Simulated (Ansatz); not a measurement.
C2H3Br, SMILES C=CBr: the interaction energy of a dimer with the counterpoise correction, run with the Ansatz DFT code, driven from Python.

`dimer.py`
```python
import ansatz as az

FIRST = [
    ("C", (-0.5245, 0.1724, -0.4481)),
    ("C", (0.4175, 0.0111, 0.4061)),
    ("Br", (1.1599, -1.637, 0.7219)),
    ("H", (-0.9255, -0.5848, -1.0424)),
    ("H", (-0.9809, 1.2035, -0.6258)),
    ("H", (0.8536, 0.835, 0.9884)),
]
SECOND = [
    ("C", (3.8091, -1.9478, -1.7051)),
    ("C", (3.2837, -3.0493, -1.3132)),
    ("Br", (1.5133, -3.4309, -1.6084)),
    ("H", (3.3058, -1.2026, -2.233)),
    ("H", (4.9103, -1.723, -1.5054)),
    ("H", (3.848, -3.8388, -0.7971)),
]

def energy(atoms, ghosts=()):
    molecule = az.Crystal.molecule()
    for symbol, xyz in atoms:
        molecule = molecule.atom(symbol, xyz)
    calc = (
        molecule.calculation()
        .basis(gaussian="def2-SVP")
        .correlation("MP2")
    )
    deck = calc.input()
    if ghosts:
        deck = deck.set(az.key.basis.gaussian.ghost_atoms, [{"symbol": s, "position_ang": list(xyz)} for s, xyz in ghosts])
    return az.Session.from_dict(deck).plan().execute().report["free_energy_ev"]

both = energy(FIRST + SECOND)
alone = energy(FIRST) + energy(SECOND)
ghosted = energy(FIRST, SECOND) + energy(SECOND, FIRST)
print(f"dimer {both:.6f} eV")
print(f"interaction, uncorrected   {96.485332 * (both - alone):8.3f} kJ/mol")
print(f"interaction, counterpoise  {96.485332 * (both - ghosted):8.3f} kJ/mol")
print(f"basis-set superposition    {96.485332 * (alone - ghosted):8.3f} kJ/mol")
```

How large is the interaction at this pose, and how much of it is basis-set superposition?

Uncorrected it is 48.632 kJ/mol, with the counterpoise correction 61.736 kJ/mol; the difference, 13.10 kJ/mol, is the superposition error. In this basis both values are repulsive.

What the script printed:

`python dimer.py` gives:
```text
dimer -144219.020762 eV
interaction, uncorrected     48.632 kJ/mol
interaction, counterpoise    61.736 kJ/mol
basis-set superposition      13.105 kJ/mol
```

What to keep in mind:
- Total energies depend on the basis set; only differences at equal settings carry meaning.
- The dimer is a generated trial pose of unrelaxed monomers, not a minimum, so the figure is no binding energy, and the basis set is small.
- Wall time of the script: 16 s on 1 thread of Arm Neoverse V1, on a shared host, peak memory 0.43 GiB.
